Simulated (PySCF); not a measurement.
# One shape, several levels: C2H6GeO2 (SMILES C[O][Ge][O]C)

Wanted: a comparison of 3 runs (HF/def2-SVP, TPSSh/3-21G, PBE0/def2-SVP) of C2H6GeO2. The job is set up through a Python script.

Program for the calculation: PySCF 2.14.0.

1 further run of the same task is left out (it didn't finish).

### 1 The molecule

C2H6GeO2 has 11 atoms, charge 0, and is taken as a singlet. As SMILES, `C[O][Ge][O]C`. The shape is that of a PBE0-D4/def2-TZVP optimisation. This is one conformer, not always the lowest.

Bond lengths: C1–O2 1.411 Å, O2–Ge3 1.770 Å, Ge3–O4 1.795 Å, O4–C5 1.406 Å, C1–H6 1.094 Å, C1–H7 1.094 Å, C1–H8 1.092 Å, C5–H9 1.094 Å, C5–H10 1.099 Å, C5–H11 1.094 Å. Some angles: C1–O2–Ge3 128.4°, O2–Ge3–O4 98.0°, Ge3–O4–C5 121.5°, O2–C1–H6 109.1°, O2–C1–H7 109.2°, O2–C1–H8 112.2°, O4–C5–H9 109.8°, O4–C5–H10 112.9°, O4–C5–H11 109.8°, H6–C1–H7 108.2°.

### 2 Energy and gradient at HF/def2-SVP (run 1)

The input, geometry.xyz:

```xyz
11
C2H6GeO2
C     -0.578100     0.287700     2.078200
O      0.738200    -0.162000     1.841100
Ge     1.522600    -0.497000     0.290000
O      0.141700    -0.086000    -0.780900
C      0.242000    -0.187400    -2.179500
H     -1.089400    -0.429500     2.727300
H     -0.541400     1.250900     2.595900
H     -1.148500     0.402400     1.153800
H      0.061100     0.790300    -2.636700
H      1.228100    -0.540100    -2.512700
H     -0.511200    -0.886200    -2.556000
```

The input, job.py:

```python
from pyscf import gto

mol = gto.Mole()
mol.atom = 'geometry.xyz'
mol.basis = 'def2-svp'
mol.max_memory = 1860
mol.verbose = 4
mol.build()

myscf = mol.RHF()
myscf.conv_tol = 1e-10
myscf.kernel()
if not myscf.converged:
    myscf = myscf.newton().run(myscf.mo_coeff, myscf.mo_occ)

e_final = myscf.e_tot
print(f'total energy: {e_final:.8f} hartree')
grad = myscf.nuc_grad_method().kernel()
myscf.analyze()
```

Run with:

```sh
$ OMP_NUM_THREADS=1 python job.py
```

What it wrote:

```text
PySCF version 2.14.0

[... 86 lines left out ...]
Two-electron Energy =                 1267.549523783172845
[... 16 lines left out ...]
MO #13  energy= -5.17256643320886  occ= 2
[... 14 lines left out ...]
MO #28  energy= -0.580576889051253 occ= 2
[... 14 lines left out ...]
MO #43  energy= 0.324506087859648  occ= 0
[... 14 lines left out ...]
MO #58  energy= 0.863253497843773  occ= 0
[... 14 lines left out ...]
MO #73  energy= 1.53432355965942   occ= 0
[... 14 lines left out ...]
MO #88  energy= 2.16650819327463   occ= 0
[... 14 lines left out ...]
MO #103 energy= 3.01178143331079   occ= 0
[... 14 lines left out ...]
MO #118 energy= 3.77323781975777   occ= 0
[... 132 lines left out ...]
Dipole moment(X, Y, Z, Debye): -0.16595, -0.02513, -1.61336
```

Wall time 20 s (1 thread of Intel Xeon at 2.70GHz, shared host); peak memory 0.3 GiB.

### 3 Energy and forces at TPSSh/3-21G (run 2)

The input, job.py:

```python
import pyscf.grad
from pyscf import gto, dft

mol = gto.M(
    atom='''
C     -0.578100     0.287700     2.078200
O      0.738200    -0.162000     1.841100
Ge     1.522600    -0.497000     0.290000
O      0.141700    -0.086000    -0.780900
C      0.242000    -0.187400    -2.179500
H     -1.089400    -0.429500     2.727300
H     -0.541400     1.250900     2.595900
H     -1.148500     0.402400     1.153800
H      0.061100     0.790300    -2.636700
H      1.228100    -0.540100    -2.512700
H     -0.511200    -0.886200    -2.556000
''',
    charge=0,
    basis='3-21g',
    spin=0,
    max_memory=1860,
    verbose=3,
)

ks = dft.RKS(mol, xc='tpssh')
ks.conv_tol = 1e-10
ks.grids.level = 5
ks.kernel()
if not ks.converged:
    ks = ks.newton().run(ks.mo_coeff, ks.mo_occ)

e_final = ks.e_tot
print('E(%s) = %.9f' % ('TPSSH', e_final))
grad = ks.Gradients().kernel()
dip = ks.dip_moment()
pop, q = ks.mulliken_pop()
```

Run with:

```sh
$ OMP_NUM_THREADS=1 python job.py
```

What it wrote:

```text
converged SCF energy = -2295.94958205503
[... 9 lines left out ...]
Dipole moment(X, Y, Z, Debye): -0.83467,  0.20820, -1.44167
[... 82 lines left out ...]
charge of   10H =      0.20340
```

It took 47 s on 1 thread of Intel Xeon at 2.70GHz, shared host; peak memory 0.7 GiB.

### 4 Energy and gradient at PBE0/def2-SVP (run 3)

The input, calc.py:

```python
import pyscf.grad
from pyscf import gto, dft

molecule = gto.M(
    atom='''
C     -1.092451     0.543674     3.927229
O      1.394996    -0.306136     3.479175
Ge     2.877297    -0.939194     0.548021
O      0.267774    -0.162516    -1.475687
C      0.457314    -0.354135    -4.118658
H     -2.058668    -0.811637     5.153850
H     -1.023098     2.363858     4.905540
H     -2.170350     0.760426     2.180366
H      0.115462     1.493451    -4.982641
H      2.320773    -1.020641    -4.748315
H     -0.966028    -1.674675    -4.830140
''',
    verbose=3,
    basis='def2-svp',
    unit='bohr',
    max_memory=1860,
)

mf = dft.RKS(molecule, xc='pbe0')
mf.grids.level = 5
mf.conv_tol = 1e-10
mf.kernel()
if not mf.converged:
    mf = mf.newton().run(mf.mo_coeff, mf.mo_occ)

etot = mf.e_tot
print('E(%s) = %.9f' % ('PBE0', etot))
grad = mf.Gradients().kernel()
mf.analyze()
```

Run with:

```sh
$ OMP_NUM_THREADS=1 python calc.py
```

What it wrote:

```text
converged SCF energy = -2306.33986150916
[... 15 lines left out ...]
MO #6   energy= -19.2073140001403  occ= 2
[... 13 lines left out ...]
MO #20  energy= -0.995241334920204 occ= 2
[... 13 lines left out ...]
MO #34  energy= -0.0485941787374942 occ= 0
[... 13 lines left out ...]
MO #48  energy= 0.408592574930882  occ= 0
[... 13 lines left out ...]
MO #62  energy= 0.682604280918836  occ= 0
[... 13 lines left out ...]
MO #76  energy= 1.4502087533585    occ= 0
[... 13 lines left out ...]
MO #90  energy= 1.94137152525006   occ= 0
[... 13 lines left out ...]
MO #104 energy= 2.67954575018451   occ= 0
[... 13 lines left out ...]
MO #118 energy= 3.38190217160538   occ= 0
[... 12 lines left out ...]
Dipole moment(X, Y, Z, Debye): -0.36762,  0.05534, -1.39379
```

Wall time 59 s (1 thread of Intel Xeon at 2.70GHz, shared host); peak memory 1.2 GiB.

### 5 The series

```csv
run,level,integration grid,energy (Eh),dipole moment (D),HOMO energy (eV),LUMO energy (eV),wall time
1,HF/def2-SVP,–,-2303.899971,1.62,-10.05,1.67,20 s
2,TPSSh/3-21G,5,-2295.949582,1.68,-6.26,-1.40,47 s
3,PBE0/def2-SVP,5,-2306.339862,1.44,-7.32,-1.32,59 s
```

### 6 Outcome

```
                       quantity           value
            run 3: total energy  -2306.33986 Eh
           run 3: dipole moment          1.44 D
             run 3: HOMO energy        -7.32 eV
             run 3: LUMO energy        -1.32 eV
           run 3: HOMO–LUMO gap         6.00 eV
run 3: largest force on an atom      0.546 eV/Å
```

**Reading.** The dipole moment (its size) runs from 1.44 D (PBE0/def2-SVP) to 1.68 D (TPSSh/3-21G). The two ends differ in method and basis. The HOMO–LUMO gap runs from 4.86 eV (TPSSh/3-21G) to 11.72 eV (HF/def2-SVP). Totals of different functionals can't be ranked against each other. All runs together took 2.1 min, the longest 59 s.
